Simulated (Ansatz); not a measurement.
# ScTaN (P-3m1) in Ansatz: convergence with smearing width

Aim: find how far smearing width must go before the results for ScTaN settle, at PBE. This setting moves, with any that are tied to it; all else stays.

Program: Ansatz 0.2.0. These are calculated values, not measurements. Logs are shortened: lines on timing, memory, paths and dates and some standing lists are left out, and cuts for length are marked.

## (1) Starting point

Symmetry: P-3m1, No. 164, trigonal system. Conventional cell: a = 3.085 Å, b = 3.085 Å, c = 10.340 Å, α = 90.00°, β = 90.00°, γ = 120.00°. Ta (site symmetry 3m) has 3 N at 2.20 Å as nearest neighbours. Around Sc (site symmetry -3m) lie 6 Sc at 3.09 Å and 6 Ta at 3.10 Å. Sc (site symmetry -3m) is surrounded by 6 N at 2.23 Å. N (site symmetry 3m) is surrounded by 3 Ta at 2.20 Å and 3 Sc at 2.23 Å.

The cell comes from a database or a generator and needn't be the stable form of this composition.

## (2) With smearing width 0.3 eV

Contents of input.yaml:

```yaml
crystal:
  lattice:
    - [3.0850655424, 0.0, 0.0]
    - [-1.5425327712, 2.6717451321, 0.0]
    - [0.0, 0.0, 10.340136]
  atoms:
    - { symbol: Ta, position: [0.3333333333, 0.6666666667, 0.245631] }
    - { symbol: Ta, position: [0.6666666667, 0.3333333333, 0.754369] }
    - { symbol: Sc, position: [0.0, 0.0, 0.0] }
    - { symbol: Sc, position: [0.0, 0.0, 0.5] }
    - { symbol: "N", position: [0.3333333333, 0.6666666667, 0.629841] }
    - { symbol: "N", position: [0.6666666667, 0.3333333333, 0.370159] }
hamiltonian:
  xc: pbe
  pseudopotentials: { kind: paw }
kpoints:
  mp_grid: { grid: [8, 8, 3] }
scf:
  occupations: { method: methfessel_paxton, width: 0.3 }
output:
  forces: true
  stress: true
  eigenvalues: true
```

Potentials or basis: Ansatz PAW.

Command:

```bash
$ ansatz run input.yaml --threads 2 --pin off --max-ram 5632MiB --backend cpu --events-out ev --progress --plain --runs-dir out
```

Wall time 2.1 s (2 threads of Arm Neoverse V2, shared host); peak memory 0.4 GiB.

Results:

```yaml
Free_energy: -24910.2569 eV
Pressure: -0.6 GPa
Largest_force: 0.041 eV/Å
Band_gap_on_the_k_mesh: none (metal or under the smearing width)
```

## (3) With smearing width 0.2 eV

Changes to input.yaml since step 2:

```diff
@@ -18,3 +18,3 @@
 scf:
-  occupations: { method: methfessel_paxton, width: 0.3 }
+  occupations: { method: methfessel_paxton, width: 0.2 }
 output:
```

Potentials or basis: Ansatz PAW.

Command:

```bash
$ ansatz run input.yaml --threads 2 --pin off --max-ram 5632MiB --backend cpu --events-out ev --progress --plain --runs-dir out
```

It took 2.1 s on 2 threads of Arm Neoverse V2, shared host; peak memory 0.39 GiB.

Results:

```
Free energy            : -24910.2588 eV
Pressure               : -0.6 GPa
Largest force          : 0.061 eV/Å
Band gap on the k mesh : none (metal or under the smearing width)
```

## (4) With smearing width 0.15 eV

Changes to input.yaml since step 3:

```diff
@@ -18,3 +18,3 @@
 scf:
-  occupations: { method: methfessel_paxton, width: 0.2 }
+  occupations: { method: methfessel_paxton, width: 0.15 }
 output:
```

Command:

```bash
$ ansatz run input.yaml --threads 2 --pin off --max-ram 5632MiB --backend cpu --events-out ev --progress --plain --runs-dir out
```

Run time: 2.1 s. Hardware: 2 threads of Arm Neoverse V2, shared host; peak memory 0.39 GiB.

Results:

```
Free energy            : -24910.2583 eV
Pressure               : -0.6 GPa
Largest force          : 0.073 eV/Å
Band gap on the k mesh : none (metal or under the smearing width)
```

## (5) With smearing width 0.1 eV

Changes to input.yaml since step 4:

```diff
@@ -18,3 +18,3 @@
 scf:
-  occupations: { method: methfessel_paxton, width: 0.15 }
+  occupations: { method: methfessel_paxton, width: 0.1 }
 output:
```

Command:

```bash
$ ansatz run input.yaml --threads 2 --pin off --max-ram 5632MiB --backend cpu --events-out ev --progress --plain --runs-dir out
```

It took 2.1 s on 2 threads of Arm Neoverse V2, shared host; peak memory 0.39 GiB.

Results:

```yaml
Free_energy: -24910.2573 eV
Pressure: -0.6 GPa
Largest_force: 0.082 eV/Å
Band_gap_on_the_k_mesh: none (metal or under the smearing width)
```

## (6) With smearing width 0.05 eV

Changes to input.yaml since step 5:

```diff
@@ -18,3 +18,3 @@
 scf:
-  occupations: { method: methfessel_paxton, width: 0.1 }
+  occupations: { method: methfessel_paxton, width: 0.05 }
 output:
```

Potentials or basis: Ansatz PAW.

Command:

```bash
$ ansatz run input.yaml --threads 2 --pin off --max-ram 5632MiB --backend cpu --events-out ev --progress --plain --runs-dir out
```

Run time: 2.1 s. Hardware: 2 threads of Arm Neoverse V2, shared host; peak memory 0.39 GiB.

It converged, with:

| Item | Value |
| --- | --- |
| Free energy | -24910.2573 eV |
| Pressure | -0.7 GPa |
| Largest force | 0.091 eV/Å |
| Band gap on the k mesh | none (metal or under the smearing width) |

## (7) With smearing width 0.025 eV

Changes to input.yaml since step 6:

```diff
@@ -18,3 +18,3 @@
 scf:
-  occupations: { method: methfessel_paxton, width: 0.05 }
+  occupations: { method: methfessel_paxton, width: 0.025 }
 output:
```

Command:

```bash
$ ansatz run input.yaml --threads 2 --pin off --max-ram 5632MiB --backend cpu --events-out ev --progress --plain --runs-dir out
```

It took 2.1 s on 2 threads of Arm Neoverse V2, shared host; peak memory 0.39 GiB.

It converged, with:

- Free energy: -24910.2574 eV
- Pressure: -0.7 GPa
- Largest force: 0.091 eV/Å
- Band gap on the k mesh: none (metal or under the smearing width)

## (8) With smearing width 0.01 eV

Changes to input.yaml since step 7:

```diff
@@ -18,3 +18,3 @@
 scf:
-  occupations: { method: methfessel_paxton, width: 0.025 }
+  occupations: { method: methfessel_paxton, width: 0.01 }
 output:
```

Command:

```bash
$ ansatz run input.yaml --threads 2 --pin off --max-ram 5632MiB --backend cpu --events-out ev --progress --plain --runs-dir out
```

It took 2.1 s on 2 threads of Arm Neoverse V2, shared host; peak memory 0.39 GiB.

Results (log left out):

* Free energy: -24910.2572 eV
* Pressure: -0.7 GPa
* Largest force: 0.090 eV/Å
* Band gap on the k mesh: none (metal or under the smearing width)

## (9) With smearing width 0.005 eV

Changes to input.yaml since step 8:

```diff
@@ -18,3 +18,3 @@
 scf:
-  occupations: { method: methfessel_paxton, width: 0.01 }
+  occupations: { method: methfessel_paxton, width: 0.005 }
 output:
```

Potentials or basis: Ansatz PAW.

Command:

```bash
$ ansatz run input.yaml --threads 2 --pin off --max-ram 5632MiB --backend cpu --events-out ev --progress --plain --runs-dir out
```

The program printed:

```text
Warning: RAYON_NUM_THREADS=2 ignored (pool sized by the plan → 2); use --threads N
Engine: ansatz 0.2.0, aarch64-unknown-linux-gnu
Pseudopotentials: kind: paw
Pseudopotential: Ta, paw, valence charge 13, recommended cutoff 420 eV (normal), Ta.paw.azcp
Pseudopotential: Sc, paw, valence charge 11, recommended cutoff 420 eV (normal), Sc.paw.azcp
Pseudopotential: N, paw, valence charge 5, recommended cutoff 420 eV (normal), N.paw.azcp
Functional definition: PBE
  parameter kappa = 0.804
  parameter beta = 0.06672455060314922
  exchange = pbe_x(kappa = kappa, mu = beta*pi^2/3)
  correlation = pbe_c(beta = beta)
Crystal: 6 atoms, lattice volume = 85.229 Å³
Basis set: ecut = 420 eV, 1631 PW (Γ), exchange–correlation on 48×48×144 points (8 copies of the dense FFT grid, shifted against one another)
Bands: 35, of which v1, the nominal top of the filled ones, is band 29 counted from 1 (28 counted from 0)
Symmetry: 12 space group operations
Space group: P-3m1 (ITA 164), of the structure as read, at distance tolerance 4.4e-5 Å
k-points: 25 of 192
Non-local potential: Ta, projectors of the file, l = 0: 3, l = 1: 2, l = 2: 2, l = 3: 1
Non-local potential: Sc, projectors of the file, l = 0: 3, l = 1: 2, l = 2: 3, l = 3: 1
Non-local potential: N, projectors of the file, l = 0: 2, l = 1: 2, l = 2: 1
PAW form: soft (Blöchl's): semilocal exchange-correlation on the pseudo side does not see the compensation charge
PAW one-centre angular grid: Ta, 590 points (default); XC on 64 Gauss nodes
PAW one-centre angular grid: Sc, 590 points (default); XC on 64 Gauss nodes
PAW one-centre angular grid: N, 110 points (default); XC on 64 Gauss nodes
Initial density: superposition of atomic densities (neutral atoms: chi_scale 0, normalization atom), corrected by the library's trained network
Initial wavefunctions: pseudopotential atomic-orbital guess
Functional: x = pbe(κ = 0.804, μ = 0.2195149727645171), c = pbe(β = 0.06672455060314922)
SCF iter   1: F=—  HF=-24910.294545 eV  |F-HF|=—  |Δ(HF+E_count)|=         —  Δρ=8.96e-3  dr2=6.28e-1  ethr=1.77e-3  ⟨swp⟩=5.8  Hψ=3603  notcnv=0
preconditioner: auto → Resta (q_TF=auto, 2.559 Å⁻¹)  ε∞=9.7  [insulator: Δε(μ)=0.025 eV  Ē_g=6.969 eV  σ=0.005 eV  W_gap=1.00  n_scr=26 (ndim 8)  ℏωp=20.5 eV  f_vac=0.000  D(μ)=-0.35/eV (n_scr^D=0)  ε∞_Penn≈9.7]
SCF iter   2: F=—  HF=-24910.259443 eV  |F-HF|=—  |Δ(HF+E_count)|=   3.51e-2  S|Δr|=    0.00e0  Δρ=3.39e-3  dr2=3.14e-2  ethr=1.08e-3  ⟨swp⟩=1.3  Hψ=1084  notcnv=0  defer=19
SCF iter   3: F=—  HF=-24910.257161 eV  |F-HF|=—  |Δ(HF+E_count)|=   2.28e-3  S|Δr|=    0.00e0  Δρ=1.46e-3  dr2=2.41e-3  ethr=5.41e-5  ⟨swp⟩=2.4  Hψ=1112  notcnv=0  defer=39
SCF iter   4: F=—  HF=-24910.257134 eV  |F-HF|=—  |Δ(HF+E_count)|=   2.66e-5  S|Δr|=    0.00e0  Δρ=3.29e-4  dr2=1.60e-4  ethr=4.15e-6  ⟨swp⟩=2.9  Hψ=1245  notcnv=0  defer=14
automatic band count: iteration 4 solves 34 bands in place of 35: the levels show a gap, and the empty bands left out lie too high to hold charge; the band table lists the bands solved (type scf.n_extra_bands for more)
SCF iter   5: F=—  HF=-24910.257136 eV  |F-HF|=—  |Δ(HF+E_count)|=   2.43e-6  S|Δr|=    0.00e0  Δρ=7.43e-5  dr2=1.14e-5  ethr=2.76e-7  ⟨swp⟩=2.1  Hψ=1028  notcnv=0  defer=14
SCF iter   6: F=—  HF=-24910.257065 eV  |F-HF|=—  |Δ(HF+E_count)|=   7.18e-5  S|Δr|=    0.00e0  Δρ=3.03e-5  dr2=8.30e-7  ethr=1.96e-8  ⟨swp⟩=2.0  Hψ=1114  notcnv=0  defer=14
SCF iter   7: F=-24910.257064 eV  HF=-24910.257064 eV  |F-HF|=1.39e-8  |Δ(HF+E_count)|=   1.12e-7  S|Δr|=    0.00e0  Δρ=5.68e-6  dr2=3.45e-8  ethr=1.72e-10  ⟨swp⟩=8.6  Hψ=3298  notcnv=0
SCF 1 converged in 7 iterations: F = -24910.257064 eV  dr2 = 3.45e-8
SCF converged after 7 iterations
Stability not checked: this state was not tested for a lower state beside it, because cold or Methfessel-Paxton smearing, or corrected tetrahedra, fill the levels in a way that the test cannot read (fill_not_monotonic; see scf.lower_state_search)
Free energy (F): -24910.257064 eV
Harris-Foulkes:  -24910.257064 eV  (|F-HF|=1.39e-8)
Internal energy: -24910.256976 eV  (E = F + TS)
E sigma→0 (E₀):  -24910.257042 eV
Entropy (-TS):   -0.000088 eV (-0.015 meV/atom)
Fermi energy:    15.471259 eV
--- Per-component energies (eV) ---
  E_band       = -453.369269
  E_kinetic    = 1520.012129
  E_local      = -3233.805392  (includes V_loc(G=0)·N_el)
  E_nonlocal   = 281.706876
  E_hartree    = 1148.778736
  E_xc         = -769.183208
  E_vxc        = -823.886402  (∫ρ·V_xc dr)
  E_paw        = -18957.648220  (= ΣΔE_a)
  E_vpaw       = -494.950722  (= ΣTr[D̂ρ^β])
  E_aug_tail   = 0.000472  (compensation charges beyond the density's cutoff)
  E_ewald      = -4900.118370
  E_smearing   = -0.000088  (= −TS)
  E_closure    = -0.000000  (closes the sum)
  Σ components = -24910.257064   (vs F -24910.257064, Δ=0.00e0)
--- Forces (eV/Å), atoms counted from 1 ---
  atom   1  Ta    -0.00000000    -0.00000000     0.09025830
  atom   2  Ta     0.00000000     0.00000000    -0.09025830
  atom   3  Sc    -0.00000000    -0.00000000     0.00000000
  atom   4  Sc     0.00000000    -0.00000000     0.00000000
  atom   5  N      0.00000000     0.00000000     0.03373897
  atom   6  N      0.00000000    -0.00000000    -0.03373897
  max |Σ_I F_I| component: 2.78e-17 eV/Å
--- Stress (GPa, compression-positive) ---
       -0.452185       0.000000       0.000000
        0.000000      -0.452185       0.000000
        0.000000       0.000000      -1.183239
  P = ⅓ Tr σ = -0.6959 GPa (-6.959 kbar)
--- Band table (eV; the first three rows and the last of 25) ---
  k-point 0: bands = ["-52.6071", "-52.6070", "-33.7549", "-33.3315", "-19.2155", "-19.2028", "-18.8199", "-18.8199", "-18.8198", "-18.8198", "-12.5831", "-12.1515", "-12.1515", "-11.9213", "-11.7428", "-11.7428", "-0.5328", "0.3241", "8.1295", "9.6647", "11.0636", "11.0823", "11.0823", "11.8815", "11.8815", "14.1382", "14.2147", "16.0853", "16.0853", "16.2138", "16.2895", "16.9042", "16.9042", "17.2307"]
  k-point 1: bands = ["-52.6071", "-52.6070", "-33.7549", "-33.3315", "-19.2124", "-19.2059", "-18.8199", "-18.8199", "-18.8198", "-18.8198", "-12.5828", "-12.1515", "-12.1515", "-11.9217", "-11.7428", "-11.7428", "-0.5294", "0.3194", "8.2001", "9.4450", "11.0852", "11.0852", "11.3441", "11.8755", "11.8755", "13.5346", "14.9129", "15.6346", "16.1384", "16.1384", "16.7167", "16.7231", "16.7231", "17.5140"]
  k-point 2: bands = ["-52.6014", "-52.6014", "-33.7415", "-33.3198", "-19.1990", "-19.1885", "-18.9122", "-18.9115", "-18.8408", "-18.8407", "-12.5581", "-12.2533", "-12.1720", "-11.9093", "-11.8220", "-11.7606", "-0.3434", "0.3680", "8.5210", "9.7231", "10.6837", "10.9979", "11.1301", "11.8238", "11.8338", "13.9852", "14.4492", "15.0153", "15.9526", "16.3142", "16.4052", "16.6598", "16.7566", "17.5975"]
  k-point 24: bands = ["-52.5642", "-52.5642", "-33.6535", "-33.2422", "-19.3223", "-19.3213", "-19.1531", "-19.1524", "-19.0836", "-19.0829", "-12.6882", "-12.5046", "-12.3926", "-12.1718", "-12.0300", "-11.8310", "0.6050", "0.7658", "9.1221", "9.7955", "10.1892", "10.2782", "10.6680", "10.8263", "13.8958", "13.9892", "14.1904", "14.5651", "14.9666", "15.5325", "17.0376", "17.6164", "17.9438", "18.3167"]
```

Wall time 1.9 s (2 threads of Arm Neoverse V2, shared host); peak memory 0.39 GiB.

Results:

- Free energy: -24910.2571 eV
- Pressure: -0.7 GPa
- Largest force: 0.090 eV/Å
- Band gap on the k mesh: none (metal or under the smearing width)

## (10) Result

| smearing width | energy less the tightest run, at zero smearing (meV/atom) | pressure (GPa) | largest force (eV/Å) | SCF cycles | CPU time (s) | peak memory (GiB) |
| --- | --- | --- | --- | --- | --- | --- |
| 0.3 eV | -0.28 | -0.60 | 0.041 | 9 | 4.1 | 0.4 |
| 0.2 eV | -0.31 | -0.63 | 0.061 | 9 | 4.1 | 0.39 |
| 0.15 eV | -0.08 | -0.63 | 0.073 | 9 | 4.1 | 0.39 |
| 0.1 eV | 0.00 | -0.65 | 0.082 | 9 | 4.1 | 0.39 |
| 0.05 eV | -0.06 | -0.69 | 0.091 | 9 | 4.1 | 0.39 |
| 0.025 eV | -0.05 | -0.70 | 0.091 | 8 | 4 | 0.39 |
| 0.01 eV | -0.01 | -0.70 | 0.090 | 8 | 4.1 | 0.39 |
| 0.005 eV | 0.00 | -0.70 | 0.090 | 7 | 3.7 | 0.39 |

Against the tightest run, the energy stays within 1 meV/atom from 0.3 eV on; the pressure stays within 0.1 GPa from 0.3 eV on; the largest force stays within 0.005 eV/Å from 0.05 eV on. Narrower smearing needs a denser k mesh, so at a fixed mesh the narrowest width isn't the most accurate. The tightest run that finished is the yardstick and may itself not be fully converged.
